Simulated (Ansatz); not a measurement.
ClF2Sn, SMILES [F][Sn]([F])[Cl], a ladder of methods at one geometry

Run with the Ansatz DFT code, driven from Python.

`clf2sn_methods.py`:
```python
# -*- coding: utf-8 -*-
"""One geometry of ClF2Sn, method by method."""

import ansatz as az
from ase import Atoms

atoms = Atoms(["F", "Sn", "F", "Cl"], positions=[
    (-0.9559, -0.5069, 1.5439),
    (0.2009, 0.3888, 0.2724),
    (1.6753, -0.7852, -0.0952),
    (-0.8648, 0.8429, -1.7414),
])
clf2sn = az.Crystal.molecule_from_ase(atoms)

calc = (
    clf2sn.calculation()
    .basis(gaussian="def2-SVP")
    .spin("collinear", total=1)
)

methods = ["mp2", "ccsd", "ccsd_t"]
reports = [calc.correlation(m).run(threads=1, backend="cpu").report for m in methods]
print(f"Hartree-Fock reference {reports[0]['reference_energy_ev'] / 27.211386246:.6f} Ha")
best = reports[-1]["free_energy_ev"] - reports[-1]["reference_energy_ev"]
for method, each in zip(methods, reports):
    gained = each["free_energy_ev"] - each["reference_energy_ev"]
    print(f"{method:8s} total {each['free_energy_ev'] / 27.211386246:.6f} Ha  correlation {gained:9.4f} eV  ({100 * gained / best:.1f} % of the last)")
```

Running `python clf2sn_methods.py` prints:
```text
Hartree-Fock reference -871.489068 Ha
mp2      total -872.084061 Ha  correlation  -16.1906 eV  (95.5 % of the last)
ccsd     total -872.100302 Ha  correlation  -16.6325 eV  (98.1 % of the last)
ccsd_t   total -872.112416 Ha  correlation  -16.9622 eV  (100.0 % of the last)
```

What to keep in mind:
- Total energies depend on the basis set; only differences at equal settings carry meaning.
- The geometry is a force-field or estimated start, not a minimum of this method, and the basis set is short of its limit. A lower total doesn't mark the better method: functionals have no common bound, and MP2 and coupled cluster aren't variational.
- def2 sets replace the cores of elements past krypton by effective core potentials.
- The run takes the species as open-shell (spin multiplicity 2), which needn't be its ground state.
- Inner cores stay frozen; a filled d shell under the valence of the heavier atoms is correlated with it.
- Finished in 38 s on 1 thread of Arm Neoverse V1, with other jobs on the host, peak memory 0.47 GiB.
